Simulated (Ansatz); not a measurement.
# Cl on TiO2 (110)

This session takes TiO2 and sets out to adsorb Cl from several starts and take the binding apart.

Method: DFT PBE+D3(BJ), scalar-relativistic, plane waves, PAW, in Ansatz 0.2.0.

2 further runs of the same task are left out: 2 set aside as unsound or not needed.

## (1) The starting structure

The structure is orthorhombic, space group Pmm2 (No. 25). Conventional cell: a = 2.954 Å, b = 6.517 Å, c = 21.808 Å, α = 90.00°, β = 90.00°, γ = 90.00°. O (site symmetry mm2) has 2 Ti at 1.95 Å as nearest neighbours. Around Ti (site symmetry mm2) lie 5 O at 1.85 to 1.95 Å. Around Ti (site symmetry mm2) lie 6 O at 1.95 to 1.98 Å. Around O (site symmetry m) lie 3 Ti at 1.95 to 1.98 Å. O (site symmetry mm2) is surrounded by 3 Ti at 1.80 to 1.95 Å. O (site symmetry mm2) is surrounded by 3 Ti at 1.85 to 2.11 Å. Ti (site symmetry mm2) has 5 O at 1.80 to 1.95 Å as nearest neighbours. Ti (site symmetry mm2) has 6 O at 1.82 to 2.11 Å as nearest neighbours. Only part of the 10 independent sites is listed.

Coordinates:

```cif
data_structure
_symmetry_space_group_name_H-M 'Pmm2'
_symmetry_Int_Tables_number 25
_cell_length_a 2.9543
_cell_length_b 6.5169
_cell_length_c 21.8082
_cell_angle_alpha 90.000
_cell_angle_beta 90.000
_cell_angle_gamma 90.000
_cell_volume 419.87
loop_
_atom_site_label
_atom_site_type_symbol
_atom_site_symmetry_multiplicity
_atom_site_Wyckoff_symbol
_atom_site_fract_x
_atom_site_fract_y
_atom_site_fract_z
_atom_site_occupancy
O1 O 1 a 0.00000 0.00000 0.36684 1
Ti1 Ti 1 b 0.00000 0.50000 0.42529 1
Ti2 Ti 1 c 0.50000 0.00000 0.42529 1
O2 O 2 h 0.50000 0.30438 0.42529 1
O3 O 1 a 0.00000 0.00000 0.48375 1
O4 O 1 b 0.00000 0.50000 0.51015 1
Ti3 Ti 1 a 0.00000 0.00000 0.56638 1
Ti4 Ti 1 d 0.50000 0.50000 0.57916 1
O5 O 2 h 0.50000 0.81159 0.58053 1
O6 O 1 b 0.00000 0.50000 0.62821 1
```

Miller indices refer to the conventional cell of the relaxed bulk, P4_2/mnm (No. 136): a = 4.608 Å, b = 4.608 Å, c = 2.954 Å, α = 90.00°, β = 90.00°, γ = 90.00°.

It is a (110) slab, 5.8 Å thick as cut, with 16 Å of vacuum, in a 2×1 surface cell; its outer planes are O (top) and O (bottom). An earlier relaxation, lower half held, gave -29109.3496 eV, gap on the mesh 1.76 eV, ionisation potential 6.79 eV (top face), 7.01 eV (bottom face), electron affinity 5.03 eV (top face), 5.25 eV (bottom face), dipole along +c 0.046 e·Å per cell.

## (2) Cl, anchor, over a top (O) site

File input.yaml:

```yaml
crystal:
  lattice:
    - [5.9085268479, 0.0, 0.0]
    - [0.0, 6.5169368653, 0.0]
    - [0.0, 0.0, 23.808164991]
  atoms:
    - { symbol: O, position: [0.0, 0.0, 0.3360191767] }
    - { symbol: O, position: [0.5, 0.0, 0.3360191767] }
    - { symbol: Ti, position: [0.0, 0.5, 0.3895658604] }
    - { symbol: Ti, position: [0.5, 0.5, 0.3895658604] }
    - { symbol: Ti, position: [0.25, 0.0, 0.3895658604] }
    - { symbol: Ti, position: [0.75, 0.0, 0.3895658604] }
    - { symbol: O, position: [0.25, 0.304379219, 0.3895658604] }
    - { symbol: O, position: [0.75, 0.304379219, 0.3895658604] }
    - { symbol: O, position: [0.25, 0.695620781, 0.3895658604] }
    - { symbol: O, position: [0.75, 0.695620781, 0.3895658604] }
    - { symbol: O, position: [0.0, 0.0, 0.4431125441] }
    - { symbol: O, position: [0.5, 0.0, 0.4431125441] }
    - { symbol: O, position: [0.0, 0.5, 0.467294985] }
    - { symbol: O, position: [0.5, 0.5, 0.467294985] }
    - { symbol: Ti, position: [0.0, 0.0, 0.5188049779] }
    - { symbol: Ti, position: [0.5, 0.0, 0.5188049779] }
    - { symbol: Ti, position: [0.25, 0.5, 0.5305113829] }
    - { symbol: Ti, position: [0.75, 0.5, 0.5305113829] }
    - { symbol: O, position: [0.25, 0.8115889611, 0.5317614568] }
    - { symbol: O, position: [0.75, 0.8115889611, 0.5317614568] }
    - { symbol: O, position: [0.25, 0.1884110389, 0.5317614568] }
    - { symbol: O, position: [0.75, 0.1884110389, 0.5317614568] }
    - { symbol: O, position: [0.0, 0.5, 0.5754411431] }
    - { symbol: O, position: [0.5, 0.5, 0.5754411431] }
    - { symbol: Cl, position: [0.5, 0.5, 0.6628061291], spin: 1.0 }
basis:
  ecutwfc: 420
kpoints:
  mp_grid: { grid: [3, 3, 1] }
hamiltonian:
  xc: pbe
  dispersion: d3bj
scf:
  occupations: { method: gaussian, width: 0.05 }
output:
  forces: true
  eigenvalues: true
  populations: true
  write_density: true
  write_potential: true
  elf: true
  volumetric_format: npy
magnetization:
  spin_polarized: true
relax:
  adjacent_minimum: "off"
  f_tol: 0.04
  max_steps: 100
  constraints: [{ sites: [0, 1, 2, 3, 4, 5, 6, 7, 8, 9, 10, 11] }]
efield:
  axis: 3
  dipole_correction: true
  ramp_width: 0.04
```

Started as:

```sh
$ ansatz run input.yaml --threads 8 --pin off --max-ram 20480MiB --backend cpu --events-out ev --progress --plain --runs-dir out
```

Further runs follow: Cl, anchor, over a hollow over O site; the lowest end once more, with its density; the slab alone, frozen as in the lowest end; the molecules alone, frozen as adsorbed.

Q: Predict the outcome of this session. Wanted: Cl: lowest end; interaction of the frozen parts; electrons moved above the midplane.

The runs gave:

| quantity | value |
| --- | --- |
| Cl: lowest end | E_ads -0.76 eV, anchor start over top O |
| interaction of the frozen parts | -1.04 eV a cell |
| cost of deforming the slab | 0.28 eV |
| cost of deforming and crowding the molecules | 0.00 eV |
| electrons moved above the midplane | +0.175 |

**Reading.** Cl binds with 0.76 eV a molecule at best. In all 0.69 electrons are rearranged, and 0.17 cross the midplane towards the molecule.
